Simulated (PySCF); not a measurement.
**Ge2H7NSe: NMR shifts at several levels of theory**

Aim: compute the NMR shifts of Ge2H7NSe (`[NH2][GeH2][Se][GeH3]`) at several levels, and see how far they spread and what each costs.

Programs: PySCF 2.14.0, with density-fitted response routines of our own. Each step states its level of theory. These are calculated values for one molecule in the gas phase, unless marked as measured. Atoms count from 0, in the outputs and in this text.

## (1) The starting structure

11 atoms, charge 0, multiplicity 1; geometry from: PBE0-D3(BJ)/def2-SVP.

Bonds of the start (Å): N0–Ge1 1.83, Ge1–Se2 2.35, Se2–Ge3 2.37, N0–H4 1.02, N0–H5 1.02, Ge1–H6 1.55, Ge1–H7 1.54, Ge3–H8 1.54, Ge3–H9 1.54, Ge3–H10 1.54.

## (2) Shielding tensors: HF/pcSseg-1

Job settings and geometry (Å):

```
{"job": {"kind": "nmr", "xc": "HF", "basis": "pcSseg-1", "pop": false}, "charge": 0, "multiplicity": 1}
N     -1.371194     0.345140     0.501566
Ge    -1.029329    -1.114980    -0.555493
Se     0.595023    -0.416172    -2.099007
Ge     1.837816     0.760491    -0.464865
H     -1.860553     1.110522     0.046096
H     -1.808724     0.143295     1.396673
H     -2.211933    -1.648315    -1.395157
H     -0.502633    -2.198193     0.403575
H      3.253713     0.883511    -1.060100
H      1.882483    -0.049833     0.840618
H      1.255676     2.160860    -0.223001
```

Level: GIAO HF/pcSseg-1 NMR shielding, non-relativistic, gas phase.

Run with:

```console
$ OMP_NUM_THREADS=1 python probes_run.py task.json out
```

One launch serves the whole session: the jobs run in the order shown.

Output:

```text
final grid: 87752 points
cycle   1  E = -6608.2986692626  dE = -2.449e+00  |g| = 7.869e-01  |ddm| = 3.250e+00
cycle   2  E = -6608.3599368223  dE = -6.127e-02  |g| = 4.361e-01  |ddm| = 6.574e-01
cycle   3  E = -6608.3764742631  dE = -1.654e-02  |g| = 6.282e-02  |ddm| = 2.519e-01
cycle   4  E = -6608.3773701664  dE = -8.959e-04  |g| = 1.512e-02  |ddm| = 6.938e-02
cycle   5  E = -6608.3774654619  dE = -9.530e-05  |g| = 3.694e-03  |ddm| = 2.567e-02
cycle   6  E = -6608.3774729515  dE = -7.490e-06  |g| = 1.183e-03  |ddm| = 7.410e-03
cycle   7  E = -6608.3774739541  dE = -1.003e-06  |g| = 4.551e-04  |ddm| = 2.723e-03
cycle   8  E = -6608.3774741087  dE = -1.547e-07  |g| = 1.172e-04  |ddm| = 1.280e-03
cycle   9  E = -6608.3774741176  dE = -8.886e-09  |g| = 2.804e-05  |ddm| = 3.109e-04
cycle  10  E = -6608.3774741181  dE = -4.802e-10  |g| = 1.040e-05  |ddm| = 7.111e-05
converged SCF energy = -6608.3774741181

GIAO shielding tensors (ppm)
atom      isotropic    diamagn.    paramagn.     s11        s22        s33       span
  0 N      263.606     321.020     -57.414    224.336    268.826    297.655     73.319
  1 Ge    1528.861    2752.400   -1223.539   1421.893   1538.404   1626.286    204.392
  2 Se    2550.609    3003.134    -452.526   2318.160   2578.577   2755.089    436.930
  3 Ge    1655.433    2753.906   -1098.473   1581.498   1649.719   1735.084    153.586
  4 H       31.680      31.868      -0.187     23.660     27.730     43.651     19.991
  5 H       31.576      31.539       0.037     22.932     25.551     46.246     23.314
  6 H       26.601      27.275      -0.674     19.208     21.337     39.259     20.051
  7 H       26.998      28.161      -1.162     20.250     22.022     38.723     18.473
  8 H       27.386      27.921      -0.535     19.943     22.278     39.936     19.993
  9 H       27.289      28.769      -1.480     19.990     23.949     37.928     17.939
 10 H       27.227      28.631      -1.404     19.892     22.936     38.853     18.961
```

It took 12 s on 1 thread of Intel Xeon 6975P-C, shared host; peak memory 0.99 GiB.

The references, computed at this level on geometries of the same kind, shield at (ppm): 1H TMS 31.69, 15N NH3 265.7, 77Se Me2Se 1958, 73Ge GeMe4 1498. Their shielding less the atom's gives the shift. The references are single molecules in the gas phase, so shifts against H2O, NH3, PH3, H3PO4 or CFCl3 are not on the usual liquid scales and can be off by tens of ppm. Atoms listed in one row are averaged.

| atoms | environment | σ (ppm) | δ (ppm) |
| --- | --- | --- | --- |
| H6, H7 | hydrogen on a germanium bonded to N, Se | 26.80 | 4.89 |
| H8, H9, H10 | hydrogen on a germanium bonded to Se | 27.30 | 4.39 |
| H4, H5 | hydrogen on a nitrogen bonded to Ge | 31.63 | 0.06 |
| N0 | nitrogen bonded to Ge, 2 H | 263.6 | 2.1 |
| Ge1 | germanium bonded to N, Se, 2 H | 1529 | -31 |
| Ge3 | germanium bonded to Se, 3 H | 1655 | -158 |
| Se2 | selenium bonded to 2 Ge | 2551 | -592 |

## (3) Nuclear shieldings: LDA/pcSseg-1

The job, as its differences from that of step 2:

```diff
@@ -1,2 +1,2 @@
-{"job": {"kind": "nmr", "xc": "HF", "basis": "pcSseg-1", "pop": false}, "charge": 0, "multiplicity": 1}
+{"job": {"kind": "nmr", "xc": "LDA", "basis": "pcSseg-1", "pop": false}, "charge": 0, "multiplicity": 1}
 N     -1.371194     0.345140     0.501566
```

Method: GIAO LDA/pcSseg-1 NMR shielding, non-relativistic, gas phase.

Output:

```text
coarse grid: 44592 points
cycle   1  E = -6603.5247661665  dE = -2.095e+00  |g| = 1.898e+00  |ddm| = 3.369e+00
cycle   2  E = -6603.1287153769  dE =  3.961e-01  |g| = 2.287e+00  |ddm| = 2.151e+00
cycle   3  E = -6603.6536022042  dE = -5.249e-01  |g| = 6.482e-01  |ddm| = 1.909e+00
cycle   4  E = -6603.7347591340  dE = -8.116e-02  |g| = 1.758e-01  |ddm| = 5.558e-01
cycle   5  E = -6603.7384299284  dE = -3.671e-03  |g| = 7.255e-02  |ddm| = 1.705e-01
cycle   6  E = -6603.7393801367  dE = -9.502e-04  |g| = 1.725e-02  |ddm| = 8.637e-02
cycle   7  E = -6603.7394517804  dE = -7.164e-05  |g| = 4.973e-03  |ddm| = 3.261e-02
cycle   8  E = -6603.7394613194  dE = -9.539e-06  |g| = 9.631e-04  |ddm| = 9.623e-03
final grid: 87752 points
cycle   9  E = -6603.7393655851  dE =  1.059e-07  |g| = 1.338e-03  |ddm| = 3.469e-03
cycle  10  E = -6603.7393649720  dE =  6.131e-07  |g| = 2.143e-03  |ddm| = 4.115e-03
cycle  11  E = -6603.7393660373  dE = -1.065e-06  |g| = 3.171e-04  |ddm| = 2.662e-03
cycle  12  E = -6603.7393660643  dE = -2.708e-08  |g| = 7.039e-05  |ddm| = 4.042e-04
cycle  13  E = -6603.7393660653  dE = -9.959e-10  |g| = 1.279e-05  |ddm| = 6.466e-05
converged SCF energy = -6603.7393660653

GIAO shielding tensors (ppm)
atom      isotropic    diamagn.    paramagn.     s11        s22        s33       span
  0 N      241.532     317.252     -75.721    202.977    249.492    272.126     69.149
  1 Ge    1231.766    2755.368   -1523.601   1058.663   1254.023   1382.613    323.950
  2 Se    2151.448    3000.803    -849.354   1836.887   2224.865   2392.593    555.706
  3 Ge    1420.379    2755.676   -1335.297   1294.177   1402.785   1564.175    269.998
  4 H       30.754      30.794      -0.040     23.718     27.161     41.384     17.666
  5 H       30.474      30.432       0.042     22.541     24.897     43.984     21.443
  6 H       24.376      26.478      -2.102     16.975     19.169     36.985     20.010
  7 H       25.057      27.667      -2.610     18.399     20.180     36.593     18.195
  8 H       25.816      26.860      -1.044     18.694     20.708     38.046     19.352
  9 H       25.672      28.034      -2.362     18.672     22.222     36.124     17.452
 10 H       25.594      27.802      -2.209     18.080     21.386     37.316     19.236
```

Wall time 18 s (1 thread of Intel Xeon 6975P-C, shared host); peak memory 0.85 GiB.

Key values: δ N0 30.4, Ge1 -5, Ge3 -193, Se2 -478, H6 6.11, H8 5.13 ppm (means over like atoms).

## (4) NMR shieldings: PBE/pcSseg-1

The job, as its differences from that of step 3:

```diff
@@ -1,2 +1,2 @@
-{"job": {"kind": "nmr", "xc": "LDA", "basis": "pcSseg-1", "pop": false}, "charge": 0, "multiplicity": 1}
+{"job": {"kind": "nmr", "xc": "PBE", "basis": "pcSseg-1", "pop": false}, "charge": 0, "multiplicity": 1}
 N     -1.371194     0.345140     0.501566
```

Method: GIAO PBE/pcSseg-1 NMR shielding, non-relativistic, gas phase.

Output:

```text
coarse grid: 44592 points
cycle   1  E = -6612.6322770871  dE = -2.096e+00  |g| = 1.775e+00  |ddm| = 3.402e+00
cycle   2  E = -6612.2634753419  dE =  3.688e-01  |g| = 2.168e+00  |ddm| = 2.103e+00
cycle   3  E = -6612.7639784254  dE = -5.005e-01  |g| = 5.718e-01  |ddm| = 1.817e+00
cycle   4  E = -6612.8277092516  dE = -6.373e-02  |g| = 1.671e-01  |ddm| = 5.108e-01
cycle   5  E = -6612.8313653820  dE = -3.656e-03  |g| = 6.240e-02  |ddm| = 1.612e-01
cycle   6  E = -6612.8320652327  dE = -6.999e-04  |g| = 1.493e-02  |ddm| = 7.430e-02
cycle   7  E = -6612.8321181375  dE = -5.290e-05  |g| = 4.224e-03  |ddm| = 2.801e-02
cycle   8  E = -6612.8321250429  dE = -6.905e-06  |g| = 7.789e-04  |ddm| = 8.093e-03
final grid: 87752 points
cycle   9  E = -6612.8320238677  dE =  5.346e-09  |g| = 1.045e-03  |ddm| = 2.905e-03
cycle  10  E = -6612.8320235748  dE =  2.929e-07  |g| = 1.589e-03  |ddm| = 2.971e-03
cycle  11  E = -6612.8320241338  dE = -5.590e-07  |g| = 2.013e-04  |ddm| = 1.849e-03
cycle  12  E = -6612.8320241444  dE = -1.055e-08  |g| = 4.664e-05  |ddm| = 2.563e-04
cycle  13  E = -6612.8320241449  dE = -5.111e-10  |g| = 1.052e-05  |ddm| = 4.621e-05
converged SCF energy = -6612.8320241449

GIAO shielding tensors (ppm)
atom      isotropic    diamagn.    paramagn.     s11        s22        s33       span
  0 N      239.230     317.247     -78.017    202.276    247.469    267.945     65.669
  1 Ge    1275.992    2755.099   -1479.107   1112.107   1298.511   1417.357    305.249
  2 Se    2193.613    3001.780    -808.166   1905.365   2253.638   2421.837    516.473
  3 Ge    1446.646    2755.335   -1308.689   1332.285   1432.732   1574.920    242.635
  4 H       31.219      31.319      -0.101     24.251     27.858     41.547     17.295
  5 H       30.931      30.975      -0.044     23.135     25.579     44.080     20.945
  6 H       25.093      27.049      -1.956     17.741     19.931     37.607     19.866
  7 H       25.765      28.248      -2.483     19.157     20.926     37.212     18.055
  8 H       26.472      27.466      -0.994     19.405     21.412     38.599     19.195
  9 H       26.312      28.623      -2.311     19.362     22.913     36.662     17.300
 10 H       26.241      28.392      -2.151     18.849     22.068     37.805     18.956
```

Wall time 21 s (1 thread of Intel Xeon 6975P-C, shared host); peak memory 0.96 GiB.

Key values: δ N0 25.8, Ge1 -15, Ge3 -186, Se2 -524, H6 5.77, H8 4.86 ppm (means over like atoms).

## (5) NMR shieldings: BLYP/pcSseg-1

The job, as its differences from that of step 4:

```diff
@@ -1,2 +1,2 @@
-{"job": {"kind": "nmr", "xc": "PBE", "basis": "pcSseg-1", "pop": false}, "charge": 0, "multiplicity": 1}
+{"job": {"kind": "nmr", "xc": "BLYP", "basis": "pcSseg-1", "pop": false}, "charge": 0, "multiplicity": 1}
 N     -1.371194     0.345140     0.501566
```

Level: GIAO BLYP/pcSseg-1 NMR shielding, non-relativistic, gas phase.

Output:

```text
coarse grid: 44592 points
cycle   1  E = -6613.8048635219  dE = -2.062e+00  |g| = 1.825e+00  |ddm| = 3.383e+00
cycle   2  E = -6613.3588788915  dE =  4.460e-01  |g| = 2.299e+00  |ddm| = 2.276e+00
cycle   3  E = -6613.9448258918  dE = -5.859e-01  |g| = 6.192e-01  |ddm| = 2.001e+00
cycle   4  E = -6614.0203751321  dE = -7.555e-02  |g| = 1.712e-01  |ddm| = 5.376e-01
cycle   5  E = -6614.0238546168  dE = -3.479e-03  |g| = 6.971e-02  |ddm| = 1.720e-01
cycle   6  E = -6614.0247311323  dE = -8.765e-04  |g| = 1.728e-02  |ddm| = 8.537e-02
cycle   7  E = -6614.0248049156  dE = -7.378e-05  |g| = 4.509e-03  |ddm| = 3.229e-02
cycle   8  E = -6614.0248126700  dE = -7.754e-06  |g| = 8.722e-04  |ddm| = 8.730e-03
final grid: 87752 points
cycle   9  E = -6614.0246973011  dE =  1.861e-08  |g| = 1.173e-03  |ddm| = 3.342e-03
cycle  10  E = -6614.0246969234  dE =  3.777e-07  |g| = 1.788e-03  |ddm| = 3.432e-03
cycle  11  E = -6614.0246976467  dE = -7.233e-07  |g| = 2.376e-04  |ddm| = 2.129e-03
cycle  12  E = -6614.0246976611  dE = -1.446e-08  |g| = 5.786e-05  |ddm| = 3.050e-04
cycle  13  E = -6614.0246976618  dE = -6.885e-10  |g| = 1.182e-05  |ddm| = 5.595e-05
converged SCF energy = -6614.0246976618

GIAO shielding tensors (ppm)
atom      isotropic    diamagn.    paramagn.     s11        s22        s33       span
  0 N      234.295     316.652     -82.357    196.537    243.811    262.537     66.000
  1 Ge    1251.500    2754.541   -1503.041   1082.350   1273.530   1398.619    316.269
  2 Se    2116.943    3002.020    -885.077   1825.036   2170.035   2355.756    530.720
  3 Ge    1419.468    2754.502   -1335.033   1303.080   1402.071   1553.254    250.174
  4 H       31.403      31.446      -0.043     24.591     28.198     41.422     16.831
  5 H       31.065      31.084      -0.020     23.421     25.919     43.854     20.433
  6 H       25.310      27.358      -2.047     18.012     20.164     37.756     19.744
  7 H       25.991      28.627      -2.636     19.411     21.201     37.361     17.950
  8 H       26.703      27.705      -1.002     19.708     21.673     38.727     19.019
  9 H       26.537      28.931      -2.394     19.680     23.141     36.791     17.111
 10 H       26.444      28.654      -2.211     19.130     22.310     37.892     18.762
```

Run time: 21 s. Hardware: 1 thread of Intel Xeon 6975P-C, shared host; peak memory 0.96 GiB.

In short: δ N0 28.3, Ge1 -17, Ge3 -185, Se2 -524, H6 5.71, H8 4.80 ppm (means over like atoms).

## (6) NMR shieldings: BP86/pcSseg-1

The job, as its differences from that of step 5:

```diff
@@ -1,2 +1,2 @@
-{"job": {"kind": "nmr", "xc": "BLYP", "basis": "pcSseg-1", "pop": false}, "charge": 0, "multiplicity": 1}
+{"job": {"kind": "nmr", "xc": "BP86", "basis": "pcSseg-1", "pop": false}, "charge": 0, "multiplicity": 1}
 N     -1.371194     0.345140     0.501566
```

Method: GIAO BP86/pcSseg-1 NMR shielding, non-relativistic, gas phase.

Output:

```text
coarse grid: 44592 points
cycle   1  E = -6614.5211936842  dE = -2.087e+00  |g| = 1.770e+00  |ddm| = 3.382e+00
cycle   2  E = -6614.1523897630  dE =  3.688e-01  |g| = 2.170e+00  |ddm| = 2.078e+00
cycle   3  E = -6614.6542829453  dE = -5.019e-01  |g| = 5.660e-01  |ddm| = 1.798e+00
cycle   4  E = -6614.7165516371  dE = -6.227e-02  |g| = 1.651e-01  |ddm| = 5.022e-01
cycle   5  E = -6614.7201131622  dE = -3.562e-03  |g| = 6.148e-02  |ddm| = 1.563e-01
cycle   6  E = -6614.7207911439  dE = -6.780e-04  |g| = 1.499e-02  |ddm| = 7.298e-02
cycle   7  E = -6614.7208453479  dE = -5.420e-05  |g| = 4.197e-03  |ddm| = 2.785e-02
cycle   8  E = -6614.7208521425  dE = -6.795e-06  |g| = 8.021e-04  |ddm| = 7.953e-03
final grid: 87752 points
cycle   9  E = -6614.7207361846  dE =  3.991e-08  |g| = 1.098e-03  |ddm| = 3.057e-03
cycle  10  E = -6614.7207357670  dE =  4.176e-07  |g| = 1.706e-03  |ddm| = 3.128e-03
cycle  11  E = -6614.7207364746  dE = -7.076e-07  |g| = 2.292e-04  |ddm| = 1.970e-03
cycle  12  E = -6614.7207364886  dE = -1.394e-08  |g| = 5.131e-05  |ddm| = 2.834e-04
cycle  13  E = -6614.7207364891  dE = -5.339e-10  |g| = 1.052e-05  |ddm| = 4.835e-05
converged SCF energy = -6614.7207364891

GIAO shielding tensors (ppm)
atom      isotropic    diamagn.    paramagn.     s11        s22        s33       span
  0 N      237.983     317.977     -79.994    201.567    245.731    266.650     65.083
  1 Ge    1266.749    2755.252   -1488.503   1100.167   1290.000   1410.080    309.912
  2 Se    2173.104    3002.029    -828.926   1882.001   2231.295   2406.014    524.013
  3 Ge    1436.915    2755.533   -1318.618   1320.888   1421.701   1568.154    247.266
  4 H       31.226      31.377      -0.151     24.289     27.892     41.496     17.207
  5 H       30.966      31.010      -0.044     23.195     25.656     44.048     20.854
  6 H       25.107      27.078      -1.971     17.761     19.950     37.610     19.849
  7 H       25.778      28.292      -2.515     19.174     20.945     37.214     18.039
  8 H       26.484      27.482      -0.998     19.426     21.434     38.592     19.166
  9 H       26.324      28.693      -2.369     19.382     22.932     36.658     17.276
 10 H       26.254      28.445      -2.191     18.885     22.085     37.791     18.906
```

Wall time 21 s (1 thread of Intel Xeon 6975P-C, shared host); peak memory 0.96 GiB.

In short: δ N0 25.1, Ge1 -14, Ge3 -184, Se2 -506, H6 5.82, H8 4.91 ppm (means over like atoms).

## (7) Shielding tensors: OPBE/pcSseg-1

The job, as its differences from that of step 6:

```diff
@@ -1,2 +1,2 @@
-{"job": {"kind": "nmr", "xc": "BP86", "basis": "pcSseg-1", "pop": false}, "charge": 0, "multiplicity": 1}
+{"job": {"kind": "nmr", "xc": "OPBE", "basis": "pcSseg-1", "pop": false}, "charge": 0, "multiplicity": 1}
 N     -1.371194     0.345140     0.501566
```

Method: GIAO OPBE/pcSseg-1 NMR shielding, non-relativistic, gas phase.

Output:

```text
coarse grid: 44592 points
cycle   1  E = -6615.6103788559  dE = -2.171e+00  |g| = 1.371e+00  |ddm| = 3.383e+00
cycle   2  E = -6615.3806559068  dE =  2.297e-01  |g| = 1.611e+00  |ddm| = 1.744e+00
cycle   3  E = -6615.6954612648  dE = -3.148e-01  |g| = 4.378e-01  |ddm| = 1.445e+00
cycle   4  E = -6615.7326278102  dE = -3.717e-02  |g| = 1.400e-01  |ddm| = 4.099e-01
cycle   5  E = -6615.7354942107  dE = -2.866e-03  |g| = 4.332e-02  |ddm| = 1.307e-01
cycle   6  E = -6615.7358336473  dE = -3.394e-04  |g| = 1.031e-02  |ddm| = 5.041e-02
cycle   7  E = -6615.7358556616  dE = -2.201e-05  |g| = 2.972e-03  |ddm| = 1.813e-02
cycle   8  E = -6615.7358590323  dE = -3.371e-06  |g| = 5.904e-04  |ddm| = 5.691e-03
final grid: 87752 points
cycle   9  E = -6615.7357863857  dE = -6.814e-08  |g| = 8.113e-04  |ddm| = 2.599e-03
cycle  10  E = -6615.7357861700  dE =  2.157e-07  |g| = 1.315e-03  |ddm| = 2.283e-03
cycle  11  E = -6615.7357865298  dE = -3.598e-07  |g| = 1.391e-04  |ddm| = 1.436e-03
cycle  12  E = -6615.7357865352  dE = -5.381e-09  |g| = 3.300e-05  |ddm| = 1.715e-04
cycle  13  E = -6615.7357865354  dE = -2.119e-10  |g| = 6.341e-06  |ddm| = 3.124e-05
converged SCF energy = -6615.7357865354

GIAO shielding tensors (ppm)
atom      isotropic    diamagn.    paramagn.     s11        s22        s33       span
  0 N      242.672     318.338     -75.666    208.720    249.863    269.432     60.711
  1 Ge    1311.193    2756.735   -1445.542   1160.022   1332.150   1441.408    281.386
  2 Se    2263.944    3003.673    -739.728   2000.845   2315.298   2475.689    474.844
  3 Ge    1465.568    2757.242   -1291.674   1359.293   1456.729   1580.682    221.388
  4 H       31.204      31.507      -0.303     24.090     27.808     41.714     17.625
  5 H       30.995      31.213      -0.218     23.127     25.589     44.268     21.140
  6 H       25.318      26.929      -1.611     17.999     20.205     37.751     19.752
  7 H       25.960      28.142      -2.182     19.422     21.113     37.345     17.924
  8 H       26.612      27.438      -0.825     19.548     21.590     38.699     19.150
  9 H       26.441      28.627      -2.186     19.449     23.119     36.755     17.307
 10 H       26.399      28.414      -2.014     19.094     22.241     37.863     18.769
```

Wall time 22 s (1 thread of Intel Xeon 6975P-C, shared host); peak memory 0.96 GiB.

Key values: δ N0 21.4, Ge1 -20, Ge3 -174, Se2 -546, H6 5.59, H8 4.74 ppm (means over like atoms).

## (8) NMR shieldings: KT2/pcSseg-1

The job, as its differences from that of step 7:

```diff
@@ -1,2 +1,2 @@
-{"job": {"kind": "nmr", "xc": "OPBE", "basis": "pcSseg-1", "pop": false}, "charge": 0, "multiplicity": 1}
+{"job": {"kind": "nmr", "xc": "KT2", "basis": "pcSseg-1", "pop": false}, "charge": 0, "multiplicity": 1}
 N     -1.371194     0.345140     0.501566
```

Method: GIAO KT2/pcSseg-1 NMR shielding, non-relativistic, gas phase.

Output:

```text
coarse grid: 44592 points
cycle   1  E = -6641.1417256474  dE = -2.104e+00  |g| = 1.008e+00  |ddm| = 3.230e+00
cycle   2  E = -6640.8990842204  dE =  2.426e-01  |g| = 1.361e+00  |ddm| = 1.669e+00
cycle   3  E = -6641.2054943715  dE = -3.064e-01  |g| = 3.573e-01  |ddm| = 1.441e+00
cycle   4  E = -6641.2322097340  dE = -2.672e-02  |g| = 1.296e-01  |ddm| = 3.706e-01
cycle   5  E = -6641.2347279299  dE = -2.518e-03  |g| = 3.892e-02  |ddm| = 1.378e-01
cycle   6  E = -6641.2350341085  dE = -3.062e-04  |g| = 1.007e-02  |ddm| = 5.385e-02
cycle   7  E = -6641.2350585170  dE = -2.441e-05  |g| = 2.393e-03  |ddm| = 1.744e-02
cycle   8  E = -6641.2350605638  dE = -2.047e-06  |g| = 6.788e-04  |ddm| = 4.580e-03
final grid: 87752 points
cycle   9  E = -6641.2349710229  dE =  6.586e-08  |g| = 1.113e-03  |ddm| = 2.727e-03
cycle  10  E = -6641.2349704693  dE =  5.536e-07  |g| = 1.933e-03  |ddm| = 3.199e-03
cycle  11  E = -6641.2349712962  dE = -8.269e-07  |g| = 1.882e-04  |ddm| = 2.074e-03
cycle  12  E = -6641.2349713060  dE = -9.774e-09  |g| = 3.634e-05  |ddm| = 2.204e-04
cycle  13  E = -6641.2349713062  dE = -2.628e-10  |g| = 6.778e-06  |ddm| = 3.966e-05
converged SCF energy = -6641.2349713062

GIAO shielding tensors (ppm)
atom      isotropic    diamagn.    paramagn.     s11        s22        s33       span
  0 N      241.382     318.414     -77.032    205.973    248.066    270.105     64.132
  1 Ge    1339.892    2759.562   -1419.670   1177.722   1366.258   1475.697    297.975
  2 Se    2237.513    3006.169    -768.656   1955.442   2301.008   2456.088    500.646
  3 Ge    1510.620    2759.883   -1249.263   1399.750   1498.969   1633.142    233.392
  4 H       31.182      31.351      -0.169     24.222     27.842     41.482     17.260
  5 H       30.881      30.994      -0.113     23.056     25.529     44.059     21.003
  6 H       25.121      27.135      -2.014     17.822     20.023     37.517     19.695
  7 H       25.770      28.287      -2.517     19.177     20.999     37.135     17.958
  8 H       26.496      27.573      -1.077     19.471     21.485     38.533     19.062
  9 H       26.324      28.690      -2.366     19.423     22.945     36.604     17.181
 10 H       26.275      28.486      -2.210     18.892     22.142     37.792     18.899
```

Run time: 22 s. Hardware: 1 thread of Intel Xeon 6975P-C, shared host; peak memory 0.96 GiB.

This run: δ N0 22.9, Ge1 -16, Ge3 -187, Se2 -516, H6 5.73, H8 4.81 ppm (means over like atoms).

[end of part 1 of 2]
